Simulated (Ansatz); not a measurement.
# C2H6BNOS: one species, many methods

The task here is to estimate one member of a computed series from the others.

Method: functionals in def2-TZVPP, the program's frozen cores in correlated methods; program: Ansatz 0.2.0, Gaussian basis.

Levels to be run: PBE-D4, r2SCAN-D4, PBE0-D4, B3LYP-D4, ωB97X-V, ωB97M-V, B2PLYP; CCSD(T)/def2-TZVPP; MP2/def2-QZVPP; extrapolation to the limit.

## Structure used throughout

An earlier PBE0-D4 in a triple-zeta def2 set relaxation fixed the geometry.

SMILES `OB/C=N/CS`, 12 atoms, charge 0, spin multiplicity 1.

Atoms are counted from 1 here; the program's logs count them from 0.

Bond lengths: O1–B2 1.352 Å, O1–H7 0.960 Å, B2–C3 1.564 Å, B2–H8 1.198 Å, C3–N4 1.272 Å, C3–H9 1.104 Å, N4–C5 1.435 Å, C5–S6 1.812 Å, C5–H10 1.099 Å, C5–H11 1.091 Å, S6–H12 1.343 Å. Angles: B2–O1–H7 113.5°, O1–B2–C3 116.9°, O1–B2–H8 121.7°, C3–B2–H8 121.4°, B2–C3–N4 119.7°, B2–C3–H9 120.1°, N4–C3–H9 120.2°, C3–N4–C5 118.1°, N4–C5–S6 111.2°, N4–C5–H10 113.6°, N4–C5–H11 109.0°, S6–C5–H10 105.1°, S6–C5–H11 108.9°, H10–C5–H11 109.0°, C5–S6–H12 95.9°.

Coordinates:

```xyz
12
charge 0, multiplicity 1
O    -0.7622    2.9508    0.0400
B    -0.5068    1.7843    0.6733
C     0.0252    0.6041   -0.2049
N     0.3049   -0.5110    0.3393
C     0.7826   -1.5718   -0.5009
S    -0.4162   -2.9283   -0.5871
H    -1.0858    3.6410    0.6236
H    -0.6761    1.6582    1.8526
H     0.1564    0.7389   -1.2930
H     0.9447   -1.2668   -1.5446
H     1.7198   -1.9531   -0.0919
H    -0.4094   -3.2016    0.7275
```

The first run:

The input, in.yaml:

```yaml
crystal:
  periodic: [false, false, false]
  atoms:
    - {symbol: O, position_ang: [-0.762227, 2.950833, 0.039984]}
    - {symbol: B, position_ang: [-0.506785, 1.784300, 0.673277]}
    - {symbol: C, position_ang: [0.025190, 0.604061, -0.204854]}
    - {symbol: N, position_ang: [0.304874, -0.510994, 0.339257]}
    - {symbol: C, position_ang: [0.782624, -1.571800, -0.500868]}
    - {symbol: S, position_ang: [-0.416201, -2.928272, -0.587061]}
    - {symbol: H, position_ang: [-1.085845, 3.641018, 0.623558]}
    - {symbol: H, position_ang: [-0.676053, 1.658159, 1.852630]}
    - {symbol: H, position_ang: [0.156437, 0.738893, -1.293033]}
    - {symbol: H, position_ang: [0.944659, -1.266804, -1.544636]}
    - {symbol: H, position_ang: [1.719765, -1.953132, -0.091885]}
    - {symbol: H, position_ang: [-0.409440, -3.201562, 0.727532]}
basis:
  gaussian: {orbitals: def2-TZVPP}
hamiltonian: {xc: pbe, dispersion: d4}
output: {forces: true, orbitals: {seedname: orbitals}}
```

The run is started by

```bash
ansatz run in.yaml --threads 4 --pin off --events-out ev --progress --plain --max-ram 10444MiB
```

Among the steps run: PBE-D4 (GGA); r2SCAN-D4 (meta-GGA); PBE0-D4 (hybrid); B3LYP-D4 (hybrid); ωB97X-V (range-separated); ωB97M-V (range-separated); B2PLYP (double hybrid); CCSD(T) in def2-TZVPP; MP2 in def2-QZVPP.

One table of the session follows, with a row left open; its other results are not shown here.

```
            method  atomisation energy (kJ/mol)
            PBE-D4                       4808.3
         r2SCAN-D4                       4673.9
           PBE0-D4                       4688.0
          B3LYP-D4                            ?
           ωB97X-V                       4672.5
           ωB97M-V                       4686.4
            B2PLYP                       4617.7
     HF/def2-TZVPP                       3279.0
    MP2/def2-TZVPP                       4620.8
   CCSD/def2-TZVPP                       4430.9
CCSD(T)/def2-TZVPP                       4517.0
           MP2/CBS                       4751.5
       CCSD(T)/CBS                       4647.6
```

Q: Estimate the row for B3LYP-D4 from the others.

As computed: atomisation energy (kJ/mol): 4671.7. In the column «atomisation energy (kJ/mol)» it lies between CCSD(T)/CBS (4647.6) and ωB97X-V (4672.5).

To keep in mind: Free atoms (1 O, 1 B, 2 C, 1 N, 1 S, 6 H) were run apart at each level; the atomisation energy is their sum less the molecule, without zero-point or spin-orbit terms.
